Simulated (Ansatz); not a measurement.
This script for a single point in a Gaussian basis of B₂FH₄N, SMILES NBBF with the Ansatz DFT code, driven from Python holds a mistake.

Script `b2fh4n.py`:
```python
import json
import logging
import sys

import ansatz as az
import numpy as np
import pandas as pd

logging.basicConfig(stream=sys.stdout, format='%(levelname)s %(message)s')
log = logging.getLogger('run')
log.setLevel(logging.INFO)

SETTINGS = {
    'basis_set': 'def2-SVP',
    'functional': 'pbe0',
    'charge': 0.5,
}


def main() -> None:
    geometry_ang = [
        ('N', [-0.8427, 1.0935, 0.0959]),
        ('B', [0.123, 0.1441, -0.4616]),
        ('B', [0.3163, -1.3135, 0.2747]),
        ('F', [1.3756, -2.2509, -0.2467]),
        ('H', [-0.866, 1.9713, -0.5542]),
        ('H', [-0.5488, 1.4625, 1.0204]),
        ('H', [0.7662, 0.4017, -1.4358]),
        ('H', [-0.2315, -1.5657, 1.2516]),
    ]
    mol = az.Crystal.molecule()
    for symbol, xyz in geometry_ang:
        mol = mol.atom(symbol, xyz)

    model = (
        mol.calculation()
        .basis(gaussian=SETTINGS['basis_set'])
        .functional(SETTINGS['functional'])
        .charge(SETTINGS['charge'])
        .forces()
    )
    result = model.run()
    report = result.report

    for key in ('converged', 'free_energy_ev', 'reference_energy_ev', 'n_frozen', 'n_occupied', 'n_virtual'):
        log.info(f'{key:22s} {report[key]}')

    symbols = [site.symbol for site in mol.cartesian_sites]
    forces = np.array(report['forces_ev_ang'])
    print('largest force', round(float(np.linalg.norm(forces, axis=1).max()), 4), 'eV/A, rms', round(float(np.sqrt((forces ** 2).mean())), 4))

    charges = report['charge_distribution']
    table = pd.DataFrame({'atom': symbols, 'mulliken': charges['mulliken_charges_e'], 'lowdin': charges['lowdin_charges_e']})
    print(table.round(3).to_string())
    print('dipole (e A):', np.round(charges['dipole_moment_e_ang'], 4) + 0.0)
    with open('b2fh4n.json', 'w') as handle:
        json.dump({k: report[k] for k in ('free_energy_ev', 'reference_energy_ev', 'n_occupied', 'n_virtual')}, handle, indent=1)


if __name__ == '__main__':
    main()
```

```console
$ python b2fh4n.py
Traceback (most recent call last):
  File "b2fh4n.py", line 61, in <module>
    main()
    ~~~~^^
  File "b2fh4n.py", line 42, in main
    result = model.run()
  ...
ansatz.RefusalError: invalid value for `total_charge`: a molecule in open space takes a whole number
```
(Library frames cut from the traceback.)

What is wrong, and how is it mended?

The fault: a molecule's charge must be whole. The correction:

```diff
--- before
+++ after
@@ -15,3 +15,2 @@
     'functional': 'pbe0',
-    'charge': 0.5,
 }
@@ -38,3 +37,2 @@
         .functional(SETTINGS['functional'])
-        .charge(SETTINGS['charge'])
         .forces()
```

The mended script runs so:

Running `python b2fh4n.py` prints:
```text
INFO converged              True
INFO free_energy_ev         -5614.221837143658
INFO reference_energy_ev    -5614.221837143658
INFO n_frozen               0
INFO n_occupied             [15, 15]
INFO n_virtual              [61, 61]
largest force 5.4339 eV/A, rms 1.8164
  atom  mulliken  lowdin
0    N    -0.191   0.223
1    B    -0.079  -0.302
2    B     0.284  -0.051
3    F    -0.260   0.055
4    H     0.148   0.060
5    H     0.149   0.057
6    H    -0.011  -0.013
7    H    -0.039  -0.030
dipole (e A): [-0.2097  0.5991  0.1867]
```

It writes `b2fh4n.json`:
```json
{
 "free_energy_ev": -5614.221837143658,
 "reference_energy_ev": -5614.221837143658,
 "n_occupied": [
  15,
  15
 ],
 "n_virtual": [
  61,
  61
 ]
}
```

Total energies depend on the basis set; only differences at equal settings carry meaning. The geometry is a force-field or estimated start, not a minimum of this method, and the basis set is short of its limit. The Löwdin charges here are taken after orthogonalising the functions within each atom; they differ from plain Löwdin charges, and their signs can be unphysical. Run time: 4 s on 1 thread of Arm Neoverse N1, on a shared host, peak memory 0.23 GiB.
